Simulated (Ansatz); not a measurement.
# CH5AlOSiTe: how energies converge with the basis set

The task here is to estimate one member of a computed series from the others.

Computed with Ansatz 0.2.0, Gaussian basis. Level: one geometry, several basis sets.

Plan: PBE0-D4/def2-SVP; ωB97M-V/def2-SVP; PBE0-D4/def2-QZVPP; ωB97M-V/def2-QZVPP; the functionals' def2-TZVPP values are taken from earlier runs.

## The geometry

All runs share one geometry, relaxed beforehand with PBE0-D4 in a triple-zeta def2 set. Te takes the def2 core potential; no spin-orbit term is included.

SMILES `O=C[Te][SiH2][AlH2]`, 10 atoms, charge 0, spin multiplicity 1.

Atoms are counted from 1 here; the program's logs count them from 0.

Bond lengths: O1–C2 1.182 Å, C2–Te3 2.187 Å, C2–H6 1.106 Å, Te3–Si4 2.613 Å, Si4–Al5 2.404 Å, Si4–H7 1.487 Å, Si4–H8 1.490 Å, Al5–H9 1.587 Å, Al5–H10 1.581 Å. Angles: O1–C2–Te3 122.7°, O1–C2–H6 124.4°, Te3–C2–H6 112.8°, C2–Te3–Si4 92.3°, Te3–Si4–Al5 69.4°, Te3–Si4–H7 101.7°, Te3–Si4–H8 103.2°, Al5–Si4–H7 124.7°, Al5–Si4–H8 126.7°, H7–Si4–H8 108.6°, Si4–Al5–H9 114.7°, Si4–Al5–H10 118.1°, H9–Al5–H10 126.9°.

As a file:

```
O     1.3639   -0.2577    2.8744
C     0.7133   -0.3240    1.8903
Te    1.5938   -0.5938   -0.0937
Si   -0.7504   -0.8905   -1.2092
Al   -0.2340    1.4413   -0.9382
H    -0.3905   -0.2524    1.8639
H    -0.4115   -1.6987   -2.4109
H    -1.4793   -1.7592   -0.2424
H    -0.7227    2.0726    0.4330
H     0.4005    2.2111   -2.1643
```

Set-up of the first run:

Input file in.yaml:

```yaml
crystal:
  periodic: [false, false, false]
  atoms:
    - {symbol: O, position_ang: [1.363944, -0.257675, 2.874375]}
    - {symbol: C, position_ang: [0.713312, -0.324009, 1.890318]}
    - {symbol: Te, position_ang: [1.593775, -0.593763, -0.093654]}
    - {symbol: Si, position_ang: [-0.750409, -0.890469, -1.209224]}
    - {symbol: Al, position_ang: [-0.234009, 1.441329, -0.938188]}
    - {symbol: H, position_ang: [-0.390478, -0.252406, 1.863883]}
    - {symbol: H, position_ang: [-0.411462, -1.698699, -2.410931]}
    - {symbol: H, position_ang: [-1.479285, -1.759196, -0.242372]}
    - {symbol: H, position_ang: [-0.722675, 2.072551, 0.433025]}
    - {symbol: H, position_ang: [0.400487, 2.211138, -2.164334]}
basis:
  gaussian: {orbitals: def2-SVP}
hamiltonian: {xc: pbe0, dispersion: d4}
output: {orbitals: {seedname: orbitals}}
```

Started as:

```console
ansatz run in.yaml --threads 4 --pin off --events-out ev --progress --plain --max-ram 10444MiB
```

Among the steps run: PBE0-D4 in def2-SVP; ωB97M-V in def2-SVP; PBE0-D4 in def2-QZVPP; ωB97M-V in def2-QZVPP.

One of the session's tables, all rows but one given; the rest of the session is left out.

```
functional       basis  HOMO (eV)  LUMO (eV)
   PBE0-D4    def2-SVP          ?          ?
   PBE0-D4  def2-TZVPP      -7.03      -1.69
   PBE0-D4  def2-QZVPP      -7.03      -1.73
   ωB97M-V    def2-SVP      -8.92       0.33
   ωB97M-V  def2-TZVPP      -8.92       0.11
   ωB97M-V  def2-QZVPP      -8.93      -0.02
```

Q: Estimate the row for PBE0-D4, def2-SVP from the others.

The run gave: HOMO (eV): -7.06; LUMO (eV): -1.56. In the column «HOMO (eV)» it lies between ωB97M-V, def2-TZVPP (-8.92) and PBE0-D4, def2-TZVPP (-7.03).
